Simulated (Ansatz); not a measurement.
# C4H8OSi: the cost of one run

Program: Ansatz 0.2.0. Level of theory: RKS PBE-D4/STO-3G. These are calculated values, not measurements.

### Step 1. The system as given

Bond lengths: C1–C2 1.349 Å, C2–O3 1.319 Å, C2–Si4 1.693 Å, O3–Si4 1.637 Å, Si4–C5 1.851 Å, Si4–C6 1.819 Å, C1–H7 1.043 Å, C1–H8 1.065 Å, C5–H9 1.033 Å, C5–H10 1.090 Å, C5–H11 1.120 Å, C6–H12 1.080 Å, C6–H13 1.069 Å, C6–H14 1.105 Å. Angles (14 of 25 angles, heavy atoms first): C1–C2–O3 131.2°, C1–C2–Si4 164.2°, O3–C2–Si4 64.5°, C2–O3–Si4 68.9°, C2–Si4–O3 46.6°, C2–Si4–C5 119.5°, C2–Si4–C6 122.3°, O3–Si4–C5 113.4°, O3–Si4–C6 117.2°, C5–Si4–C6 116.8°, C2–C1–H7 121.2°, C2–C1–H8 116.3°, Si4–C5–H9 112.4°, Si4–C5–H10 108.1°.

Structure file:

```xyz
14

C     0.2076   -2.7087   -0.2227
C     0.3459   -1.3666   -0.2056
O     1.3773   -0.5957   -0.4909
Si    0.0953    0.2946    0.0038
C    -0.6861    1.2782   -1.3562
C     0.2199    1.0999    1.6302
H     0.9904   -3.3291   -0.5219
H    -0.7579   -3.0863    0.0212
H    -0.9209    0.6968   -2.1773
H     0.0047    2.0719   -1.6391
H    -1.6250    1.7786   -1.0067
H    -0.6841    1.5842    1.9701
H     0.9542    1.8754    1.5942
H     0.4656    0.3776    2.4296
```

### Step 2. Relaxing the start

Input file input.yaml:

```yaml
crystal:
  periodic: [false, false, false]
  atoms:
    - { symbol: C, position_ang: [0.2076, -2.7087, -0.2227] }
    - { symbol: C, position_ang: [0.3459, -1.3666, -0.2056] }
    - { symbol: O, position_ang: [1.3773, -0.5957, -0.4909] }
    - { symbol: Si, position_ang: [0.0953, 0.2946, 0.0038] }
    - { symbol: C, position_ang: [-0.6861, 1.2782, -1.3562] }
    - { symbol: C, position_ang: [0.2199, 1.0999, 1.6302] }
    - { symbol: H, position_ang: [0.9904, -3.3291, -0.5219] }
    - { symbol: H, position_ang: [-0.7579, -3.0863, 0.0212] }
    - { symbol: H, position_ang: [-0.9209, 0.6968, -2.1773] }
    - { symbol: H, position_ang: [0.0047, 2.0719, -1.6391] }
    - { symbol: H, position_ang: [-1.625, 1.7786, -1.0067] }
    - { symbol: H, position_ang: [-0.6841, 1.5842, 1.9701] }
    - { symbol: H, position_ang: [0.9542, 1.8754, 1.5942] }
    - { symbol: H, position_ang: [0.4656, 0.3776, 2.4296] }
basis:
  gaussian: { orbitals: STO-3G }
hamiltonian:
  xc: pbe
  dispersion: d4
relax:
  f_tol: 0.02
  max_steps: 40
scf:
  lower_state_search: "off"
output:
  orbitals: {}
```

On the command line:

```console
$ ansatz run input.yaml --threads 1 --pin off --max-ram 2048MiB --backend cpu --events-out ev --progress --plain --runs-dir out
```

**Question.** How long does this run take on 1 thread of Intel Xeon Platinum 8488C (Sapphire Rapids), shared host, and how much memory does it need?

About 20 s, with a peak of 0.14 GiB.
